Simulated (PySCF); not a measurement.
# C4H6OSi: electronic excitations at several levels of theory

Aim: compute the electronic excitations of C4H6OSi (`[SiH3]c1ccco1`) at several levels, and see how far they spread and what each costs.

Computed with PySCF 2.14.0, with density-fitted response routines of our own, on a single molecule in the gas phase. Atoms count from 0, in the outputs and in this text.

## Step 1: The molecule as given

12 atoms, charge 0, multiplicity 1; geometry from: GFN2-xTB. The atoms were then displaced at random by about 0.01 Å, so the start is not that level's minimum.

Bonds of the start (Å): Si0–C1 1.90, C1–C2 1.37, C2–C3 1.36, C3–C4 1.37, C4–O5 1.34, O5–C1 1.35, Si0–H6 1.48, Si0–H7 1.44, Si0–H8 1.47, C2–H9 1.09, C3–H10 1.11, C4–H11 1.05.

## Step 2: Geometry optimisation at PBE0-D3(BJ)/def2-SVP

The job: settings as JSON, then the geometry in Å.

```
{"job": {"xc": "PBE0", "basis": "def2-SVP", "d3": "d3bj", "grid": 1, "shake": 0.01, "kind": "geom"}, "charge": 0, "multiplicity": 1}
Si     2.160330     0.048370    -0.202080
C      0.270630     0.003420    -0.048000
C     -0.600050     0.039200     1.014230
C     -1.856670    -0.042560     0.498860
C     -1.745700    -0.131570    -0.859350
O     -0.451820    -0.089300    -1.190310
H      2.523960     1.236330    -1.011280
H      2.628380    -1.142960    -0.865070
H      2.685610     0.187950     1.165080
H     -0.302510     0.116310     2.064020
H     -2.818370    -0.049970     1.060480
H     -2.454110    -0.203490    -1.635600
```

Launch:

```console
> OMP_NUM_THREADS=1 python probes_run.py task.json out
```

The driver reads the jobs from task.json and runs them one after another.

Output:

```text
step   0  E = -520.07380576  max force = 0.074585
step   1  E = -520.08035669  max force = 0.012222
step   2  E = -520.08059952  max force = 0.006041
step   3  E = -520.08042892  max force = 0.007856
step   4  E = -520.08069183  max force = 0.002209
step   5  E = -520.08070854  max force = 0.001626
step   6  E = -520.08071662  max force = 0.000274
optimisation converged
```

It took 30 s on 1 thread of Arm Neoverse V2, shared host; peak memory 0.51 GiB.

The steps of the relaxation: (the energy doesn't fall at every step)

```csv
step,energy from step 0 (eV),largest force component (eV/Å)
0,0.0000,3.8353
1,-0.1783,0.6285
2,-0.1849,0.3106
3,-0.1802,0.4040
4,-0.1874,0.1136
5,-0.1878,0.0836
6,-0.1881,0.0141
```

Distances of close pairs at the start and the end, largest changes first:

```csv
bond,before (Å),after (Å),change (Å)
C2–C3,1.361,1.427,+0.066
Si0–H7,1.441,1.494,+0.052
C4–H11,1.053,1.088,+0.034
Si0–C1,1.897,1.866,-0.031
C3–H10,1.114,1.088,-0.026
Si0–H8,1.471,1.492,+0.021
Si0–H6,1.483,1.494,+0.011
C1–O5,1.355,1.364,+0.009
```

The final coordinates are the input of the step that follows.

```csv
at the end point,value
"rotational constants (GHz, main isotopes)","8.425, 1.983, 1.636"
dipole moment (D),1.01
```

## Step 3: Ultraviolet spectrum: PBE0/def2-SVP

The job: settings as JSON, then the geometry in Å.

```
{"job": {"kind": "uv", "xc": "PBE0", "basis": "def2-SVP"}, "charge": 0, "multiplicity": 1}
Si     2.092035     0.241387    -0.083704
C      0.233975     0.159637     0.061384
C     -0.611776     0.214413     1.140479
C     -1.941314     0.121247     0.630451
C     -1.808100     0.016142    -0.722783
O     -0.512166     0.037639    -1.073335
H      2.519137     1.437323    -0.870602
H      2.635768    -0.979246    -0.751380
H      2.631181     0.337410     1.304417
H     -0.311900     0.311855     2.182195
H     -2.872194     0.131225     1.193017
H     -2.525705    -0.076942    -1.534869
```

Level: TDDFT PBE0/def2-SVP, vertical, gas phase, core orbitals frozen in the response.

Output:

```text
coarse grid: 10776 points
cycle   1  E = -519.9624308828  dE =  8.529e-01  |g| = 3.882e-01  |ddm| = 3.729e+00
cycle   2  E = -519.9481385833  dE =  1.429e-02  |g| = 4.902e-01  |ddm| = 7.338e-01
cycle   3  E = -519.9959820573  dE = -4.784e-02  |g| = 6.882e-02  |ddm| = 3.922e-01
cycle   4  E = -519.9965765004  dE = -5.944e-04  |g| = 3.829e-02  |ddm| = 7.716e-02
cycle   5  E = -519.9969114936  dE = -3.350e-04  |g| = 1.033e-02  |ddm| = 4.429e-02
cycle   6  E = -519.9969372286  dE = -2.574e-05  |g| = 3.397e-03  |ddm| = 1.392e-02
cycle   7  E = -519.9969401905  dE = -2.962e-06  |g| = 1.733e-04  |ddm| = 3.581e-03
final grid: 100200 points
cycle   8  E = -520.0717442537  dE = -9.762e-06  |g| = 9.020e-03  |ddm| = 2.388e-02
cycle   9  E = -520.0717154322  dE =  2.882e-05  |g| = 1.511e-02  |ddm| = 1.720e-02
cycle  10  E = -520.0717602927  dE = -4.486e-05  |g| = 1.698e-03  |ddm| = 1.177e-02
cycle  11  E = -520.0717610504  dE = -7.576e-07  |g| = 2.031e-04  |ddm| = 1.916e-03
cycle  12  E = -520.0717610586  dE = -8.194e-09  |g| = 8.875e-05  |ddm| = 2.470e-04
cycle  13  E = -520.0717610606  dE = -2.003e-09  |g| = 1.352e-05  |ddm| = 1.007e-04
cycle  14  E = -520.0717610606  dE = -3.809e-11  |g| = 8.588e-06  |ddm| = 2.628e-05
converged SCF energy = -520.0717610606

Static polarisability (au): isotropic 66.636, principal 44.224 66.842 88.841

Singlet excitations
state   eV       nm        f      main configurations
  1   6.0233    205.8   0.32968   H->L 0.97
  2   6.7756    183.0   0.00666   H-1->L 0.42, H->L+1 0.32, H->L+3 0.14
  3   6.7902    182.6   0.00332   H->L+1 0.63, H-1->L 0.21, H->L+3 0.14
  4   7.1424    173.6   0.00050   H->L+2 0.78, H->L+3 0.18
  5   7.9240    156.5   0.00705   H-2->L 0.56, H-4->L 0.38
  6   8.0413    154.2   0.24610   H->L+3 0.46, H-1->L 0.25, H->L+5 0.12
  7   8.1158    152.8   0.00017   H->L+4 0.92
  8   8.3126    149.2   0.00041   H-1->L+1 0.90
  9   8.3850    147.9   0.00648   H-4->L 0.55, H-2->L 0.38
 10   8.5472    145.1   0.07137   H->L+5 0.55, H-3->L 0.33

Triplet excitations (Tamm-Dancoff, eV): 3.9072 5.3056 6.1560 6.6522
```

Run time: 11 s. Hardware: 1 thread of Arm Neoverse V2, shared host; peak memory 0.61 GiB.

The orbitals next to the gap, with their largest atomic shares:

```csv
orbital,eV,atoms
HOMO−3,-9.80,"Si0 43 %, H6 27 %, H7 24 %"
HOMO−2,-9.69,"Si0 32 %, C1 15 %, H7 12 %"
HOMO−1,-8.17,"C2 34 %, C3 34 %, O5 26 %"
HOMO,-6.75,"C1 34 %, C4 32 %, C3 14 %"
LUMO,-0.19,"C4 23 %, C1 22 %, C2 15 %"
LUMO+1,1.27,"Si0 63 %, H8 13 %, C1 9 %"
LUMO+2,1.61,"Si0 49 %, H6 10 %, C3 7 %"
```

With each of the 10 states as a Gaussian band of 0.4 eV half-width at 1/e, the curve within the window shown has maxima at 206 nm (ε 13,000), 153 nm (ε 11,000) L/(mol cm). Beyond the last state computed it falls off for lack of states. The curve at chosen wavelengths:

nm, ε (L/mol/cm) and a bar:
```
      140       1892 ####
      144       4460 ##########
      147       6921 ###############
      151      10248 #######################
      154      10962 #########################
      158       8190 ##################
      161       4951 ###########
      165       1810 ####
      168        719 #
      172        289 
      175        298 
      179        463 
      182        700 #
      186       1427 ###
      189       2575 #####
      193       5186 ###########
      196       7774 #################
      200      11153 #########################
      203      12847 #############################
      207      13238 ##############################
      210      12144 ###########################
      214       9497 #####################
      217       7225 ################
      221       4510 ##########
      224       2945 ######
      228       1530 ###
```

Ground-state properties from the same run:

```csv
property,computed
dipole moment (D),1.01
polarisability (Å³),9.87
HOMO–LUMO gap (eV),6.57
−ε(HOMO) (eV),6.75
```

## Step 4: Ultraviolet spectrum: PBE0/def2-TZVP

Settings changed since step 3:

```diff
@@ -1,2 +1,2 @@
-{"job": {"kind": "uv", "xc": "PBE0", "basis": "def2-SVP"}, "charge": 0, "multiplicity": 1}
+{"job": {"kind": "uv", "xc": "PBE0", "basis": "def2-TZVP"}, "charge": 0, "multiplicity": 1}
 Si     2.092035     0.241387    -0.083704
```

Level: TDDFT PBE0/def2-TZVP, vertical, gas phase, core orbitals frozen in the response.

Output:

```text
coarse grid: 10776 points
cycle   1  E = -520.3950272111  dE =  8.887e-01  |g| = 4.339e-01  |ddm| = 2.772e+00
cycle   2  E = -520.3730539669  dE =  2.197e-02  |g| = 5.630e-01  |ddm| = 6.200e-01
cycle   3  E = -520.4334564428  dE = -6.040e-02  |g| = 8.345e-02  |ddm| = 3.614e-01
cycle   4  E = -520.4341878593  dE = -7.314e-04  |g| = 4.835e-02  |ddm| = 6.630e-02
cycle   5  E = -520.4346957490  dE = -5.079e-04  |g| = 1.221e-02  |ddm| = 3.631e-02
cycle   6  E = -520.4347288816  dE = -3.313e-05  |g| = 4.437e-03  |ddm| = 1.103e-02
cycle   7  E = -520.4347337430  dE = -4.861e-06  |g| = 3.275e-04  |ddm| = 3.275e-03
final grid: 100200 points
cycle   8  E = -520.4247025374  dE = -3.733e-05  |g| = 9.269e-03  |ddm| = 6.621e-02
cycle   9  E = -520.4246760264  dE =  2.651e-05  |g| = 1.509e-02  |ddm| = 1.231e-02
cycle  10  E = -520.4247174387  dE = -4.141e-05  |g| = 1.963e-03  |ddm| = 8.176e-03
cycle  11  E = -520.4247183442  dE = -9.055e-07  |g| = 3.335e-04  |ddm| = 1.530e-03
cycle  12  E = -520.4247183651  dE = -2.094e-08  |g| = 1.406e-04  |ddm| = 2.651e-04
cycle  13  E = -520.4247183699  dE = -4.741e-09  |g| = 2.777e-05  |ddm| = 1.054e-04
cycle  14  E = -520.4247183700  dE = -1.677e-10  |g| = 8.390e-06  |ddm| = 2.740e-05
converged SCF energy = -520.4247183700

Static polarisability (au): isotropic 74.246, principal 52.247 72.567 97.924

Singlet excitations
state   eV       nm        f      main configurations
  1   5.8253    212.8   0.32052   H->L 0.97
  2   6.4180    193.2   0.00112   H->L+1 0.96
  3   6.6115    187.5   0.00340   H-1->L 0.61, H->L+3 0.35
  4   6.7809    182.8   0.00012   H->L+2 0.94
  5   7.5664    163.9   0.00606   H->L+4 0.90
  6   7.6868    161.3   0.00602   H->L+6 0.82, H->L+5 0.11
  7   7.7029    161.0   0.05424   H->L+5 0.65, H->L+3 0.14, H->L+6 0.12
  8   7.8047    158.9   0.00160   H-2->L 0.59, H-4->L 0.28
  9   7.8988    157.0   0.25704   H->L+3 0.42, H-1->L 0.29, H->L+5 0.20
 10   7.9677    155.6   0.00268   H-1->L+1 0.91

Triplet excitations (Tamm-Dancoff, eV): 3.8157 5.2257 6.0211 6.2977
```

Wall time 30 s (1 thread of Arm Neoverse V2, shared host); peak memory 0.93 GiB.

This run: HOMO -6.75 eV, LUMO -0.33 eV; lowest singlet 5.83 eV.

## Step 5: TDDFT and polarisability: PBE0/aug-cc-pVDZ

Settings changed since step 4:

```diff
@@ -1,2 +1,2 @@
-{"job": {"kind": "uv", "xc": "PBE0", "basis": "def2-TZVP"}, "charge": 0, "multiplicity": 1}
+{"job": {"kind": "uv", "xc": "PBE0", "basis": "aug-cc-pVDZ"}, "charge": 0, "multiplicity": 1}
 Si     2.092035     0.241387    -0.083704
```

Method: TDDFT PBE0/aug-cc-pVDZ, vertical, gas phase, core orbitals frozen in the response.

Output:

```text
coarse grid: 10776 points
cycle   1  E = -520.3094027344  dE =  9.318e-01  |g| = 3.913e-01  |ddm| = 1.024e+01
cycle   2  E = -520.2906212575  dE =  1.878e-02  |g| = 5.110e-01  |ddm| = 2.108e+00
cycle   3  E = -520.3442646000  dE = -5.364e-02  |g| = 6.992e-02  |ddm| = 9.141e-01
cycle   4  E = -520.3448117600  dE = -5.472e-04  |g| = 4.162e-02  |ddm| = 1.701e-01
cycle   5  E = -520.3452105663  dE = -3.988e-04  |g| = 9.809e-03  |ddm| = 9.437e-02
cycle   6  E = -520.3452324168  dE = -2.185e-05  |g| = 3.904e-03  |ddm| = 3.262e-02
cycle   7  E = -520.3452363907  dE = -3.974e-06  |g| = 2.403e-04  |ddm| = 8.812e-03
final grid: 100200 points
cycle   8  E = -520.3553120066  dE = -1.591e-05  |g| = 8.674e-03  |ddm| = 2.831e-01
cycle   9  E = -520.3552876497  dE =  2.436e-05  |g| = 1.414e-02  |ddm| = 4.790e-02
cycle  10  E = -520.3553273725  dE = -3.972e-05  |g| = 1.869e-03  |ddm| = 2.294e-02
cycle  11  E = -520.3553282665  dE = -8.940e-07  |g| = 2.016e-04  |ddm| = 4.213e-03
cycle  12  E = -520.3553282736  dE = -7.104e-09  |g| = 1.081e-04  |ddm| = 8.113e-04
cycle  13  E = -520.3553282765  dE = -2.894e-09  |g| = 2.087e-05  |ddm| = 2.889e-04
cycle  14  E = -520.3553282766  dE = -9.766e-11  |g| = 9.004e-06  |ddm| = 9.590e-05
converged SCF energy = -520.3553282766

Static polarisability (au): isotropic 78.733, principal 57.407 75.882 102.911

Singlet excitations
state   eV       nm        f      main configurations
  1   5.7311    216.3   0.00241   H->L+1 0.94
  2   5.7705    214.9   0.32660   H->L 0.97
  3   6.2029    199.9   0.00343   H->L+2 0.88
  4   6.4061    193.5   0.01107   H->L+4 0.75, H->L+6 0.09
  5   6.4259    192.9   0.00571   H->L+3 0.90
  6   6.5224    190.1   0.00066   H-1->L 0.37, H->L+5 0.24, H->L+8 0.14
  7   6.5480    189.3   0.00018   H->L+6 0.71, H-1->L 0.09
  8   6.7504    183.7   0.00650   H->L+5 0.68, H->L+8 0.14, H-1->L 0.13
  9   7.0002    177.1   0.00374   H->L+7 0.91
 10   7.1840    172.6   0.01423   H-1->L+1 0.92

Triplet excitations (Tamm-Dancoff, eV): 3.8242 5.2231 5.6777 5.9899
```

Run time: 25 s. Hardware: 1 thread of Arm Neoverse V2, shared host; peak memory 0.83 GiB.

In short: HOMO -6.74 eV, LUMO -0.36 eV; lowest singlet 5.73 eV.

## Step 6: TDDFT and polarisability: PBE0/def2-TZVPD

Settings changed since step 5:

```diff
@@ -1,2 +1,2 @@
-{"job": {"kind": "uv", "xc": "PBE0", "basis": "aug-cc-pVDZ"}, "charge": 0, "multiplicity": 1}
+{"job": {"kind": "uv", "xc": "PBE0", "basis": "def2-TZVPD"}, "charge": 0, "multiplicity": 1}
 Si     2.092035     0.241387    -0.083704
```

Method: TDDFT PBE0/def2-TZVPD, vertical, gas phase, core orbitals frozen in the response.

Output:

```text
coarse grid: 10776 points
cycle   1  E = -520.3962066787  dE =  8.888e-01  |g| = 4.331e-01  |ddm| = 3.875e+00
cycle   2  E = -520.3733733433  dE =  2.283e-02  |g| = 5.653e-01  |ddm| = 1.173e+00
cycle   3  E = -520.4344634094  dE = -6.109e-02  |g| = 8.376e-02  |ddm| = 4.308e-01
cycle   4  E = -520.4351876950  dE = -7.243e-04  |g| = 4.881e-02  |ddm| = 9.450e-02
cycle   5  E = -520.4357083639  dE = -5.207e-04  |g| = 1.212e-02  |ddm| = 4.751e-02
cycle   6  E = -520.4357408565  dE = -3.249e-05  |g| = 4.430e-03  |ddm| = 1.395e-02
cycle   7  E = -520.4357457119  dE = -4.855e-06  |g| = 3.339e-04  |ddm| = 5.065e-03
final grid: 100200 points
cycle   8  E = -520.4257192145  dE = -3.996e-05  |g| = 9.273e-03  |ddm| = 2.830e-01
cycle   9  E = -520.4256925834  dE =  2.663e-05  |g| = 1.511e-02  |ddm| = 2.337e-02
cycle  10  E = -520.4257341151  dE = -4.153e-05  |g| = 1.966e-03  |ddm| = 1.002e-02
cycle  11  E = -520.4257350230  dE = -9.078e-07  |g| = 3.384e-04  |ddm| = 1.818e-03
cycle  12  E = -520.4257350449  dE = -2.187e-08  |g| = 1.404e-04  |ddm| = 5.049e-04
cycle  13  E = -520.4257350496  dE = -4.700e-09  |g| = 2.914e-05  |ddm| = 2.016e-04
cycle  14  E = -520.4257350498  dE = -1.949e-10  |g| = 8.320e-06  |ddm| = 5.718e-05
converged SCF energy = -520.4257350498

Static polarisability (au): isotropic 78.357, principal 56.742 75.646 102.683

Singlet excitations
state   eV       nm        f      main configurations
  1   5.7658    215.0   0.32781   H->L 0.97
  2   5.9601    208.0   0.00079   H->L+1 0.96
  3   6.4811    191.3   0.00100   H->L+2 0.72, H->L+4 0.21
  4   6.5583    189.0   0.00157   H-1->L 0.57, H->L+6 0.36
  5   6.5997    187.9   0.00489   H->L+3 0.54, H->L+4 0.24, H->L+2 0.12
  6   6.6378    186.8   0.01282   H->L+4 0.47, H->L+3 0.41
  7   6.9086    179.5   0.00612   H->L+5 0.94
  8   7.2983    169.9   0.00048   H->L+7 0.95
  9   7.4308    166.9   0.01106   H-1->L+1 0.62, H->L+8 0.21, H->L+9 0.13
 10   7.4545    166.3   0.00364   H->L+9 0.40, H-1->L+1 0.31, H->L+8 0.22

Triplet excitations (Tamm-Dancoff, eV): 3.7976 5.2077 5.8868 5.9888
```

Run time: 39 s. Hardware: 1 thread of Arm Neoverse V2, shared host; peak memory 1.1 GiB.

In short: HOMO -6.77 eV, LUMO -0.40 eV; lowest singlet 5.77 eV.

## Step 7: Excited states and response: PBE0/6-31+G*

Settings changed since step 6:

```diff
@@ -1,2 +1,2 @@
-{"job": {"kind": "uv", "xc": "PBE0", "basis": "def2-TZVPD"}, "charge": 0, "multiplicity": 1}
+{"job": {"kind": "uv", "xc": "PBE0", "basis": "6-31+G*"}, "charge": 0, "multiplicity": 1}
 Si     2.092035     0.241387    -0.083704
```

Method: TDDFT PBE0/6-31+G*, vertical, gas phase, core orbitals frozen in the response.

Output:

```text
coarse grid: 10776 points
cycle   1  E = -520.3397786403  dE =  9.151e-01  |g| = 3.860e-01  |ddm| = 4.256e+00
cycle   2  E = -520.3241247482  dE =  1.565e-02  |g| = 4.928e-01  |ddm| = 1.546e+00
cycle   3  E = -520.3747074241  dE = -5.058e-02  |g| = 6.816e-02  |ddm| = 7.390e-01
cycle   4  E = -520.3752622622  dE = -5.548e-04  |g| = 3.931e-02  |ddm| = 1.037e-01
cycle   5  E = -520.3756105623  dE = -3.483e-04  |g| = 1.003e-02  |ddm| = 8.877e-02
cycle   6  E = -520.3756340906  dE = -2.353e-05  |g| = 3.715e-03  |ddm| = 2.387e-02
cycle   7  E = -520.3756376844  dE = -3.594e-06  |g| = 2.276e-04  |ddm| = 5.709e-03
final grid: 100200 points
cycle   8  E = -520.3151370317  dE = -1.037e-05  |g| = 8.741e-03  |ddm| = 5.615e-02
cycle   9  E = -520.3151113101  dE =  2.572e-05  |g| = 1.440e-02  |ddm| = 3.057e-02
cycle  10  E = -520.3151527394  dE = -4.143e-05  |g| = 1.851e-03  |ddm| = 2.316e-02
cycle  11  E = -520.3151536256  dE = -8.862e-07  |g| = 1.894e-04  |ddm| = 3.579e-03
cycle  12  E = -520.3151536320  dE = -6.361e-09  |g| = 9.989e-05  |ddm| = 3.416e-04
cycle  13  E = -520.3151536345  dE = -2.534e-09  |g| = 1.399e-05  |ddm| = 1.770e-04
cycle  14  E = -520.3151536345  dE = -3.831e-11  |g| = 7.418e-06  |ddm| = 4.264e-05
converged SCF energy = -520.3151536345

Static polarisability (au): isotropic 72.070, principal 51.692 70.923 93.596

Singlet excitations
state   eV       nm        f      main configurations
  1   5.8542    211.8   0.00202   H->L+1 0.95
  2   5.8618    211.5   0.32028   H->L 0.96
  3   6.4509    192.2   0.00050   H->L+2 0.81, H->L+3 0.14
  4   6.5822    188.4   0.01690   H->L+3 0.83, H->L+2 0.12
  5   6.6261    187.1   0.00106   H-1->L 0.52, H->L+5 0.30, H->L+8 0.16
  6   6.7737    183.0   0.00352   H->L+4 0.84, H->L+6 0.13
  7   6.8151    181.9   0.00155   H->L+6 0.82, H->L+4 0.13
  8   7.0791    175.1   0.03044   H->L+5 0.60, H->L+8 0.26, H-1->L 0.09
  9   7.2845    170.2   0.01372   H->L+7 0.46, H-1->L+1 0.41
 10   7.3349    169.0   0.00198   H-1->L+1 0.53, H->L+7 0.36

Triplet excitations (Tamm-Dancoff, eV): 3.8576 5.2605 5.7966 6.0729
```

It took 9.7 s on 1 thread of Arm Neoverse V2, shared host; peak memory 0.66 GiB.

Key values: HOMO -6.74 eV, LUMO -0.27 eV; lowest singlet 5.85 eV.

## Step 8: Run by run: electronic excitations

Excitations and ground-state properties, with basis size and wall time:

```csv
run,lowest singlet (eV),brightest (eV),f,gap (eV),α (Å³),μ (D),functions,time
PBE0/def2-SVP,6.02,6.02,0.330,6.57,9.87,1.01,118,11 s
PBE0/def2-TZVP,5.83,5.83,0.321,6.42,11.00,1.06,228,30 s
PBE0/aug-cc-pVDZ,5.73,5.77,0.327,6.38,11.67,1.00,196,25 s
PBE0/def2-TZVPD,5.77,5.77,0.328,6.37,11.61,1.05,285,39 s
PBE0/6-31+G*,5.85,5.86,0.320,6.46,10.68,1.06,124,9.7 s
```

## Step 9: Outcome

| quantity | value |
| --- | --- |
| rotational constants (main isotopes) | 8.43, 1.98, 1.64 GHz |
| lowest singlet (PBE0/def2-SVP) | 6.02 eV (206 nm), f = 0.330 |
| lowest triplet | 3.91 eV |
| range of the lowest singlet | 5.73 to 6.02 eV |

In words: Single values in the summary come from the first run of each kind that ended normally (PBE0/def2-SVP), which need not be the best level. The optimisation took 6 steps and gained 0.188 eV; among the close pairs (by a distance rule), C2–C3 changed most, from 1.361 to 1.427 Å. The lowest singlet, at 6.02 eV, is HOMO→LUMO 0.97 and is bright. The lowest triplet lies 2.12 eV below the lowest singlet (triplets in Tamm-Dancoff, singlets in full TDDFT). The lowest singlet runs from 5.73 eV (PBE0/aug-cc-pVDZ) to 6.02 eV (PBE0/def2-SVP), while the orbital gap spans 6.37 to 6.57 eV. The lowest state need not be the same one in every run.
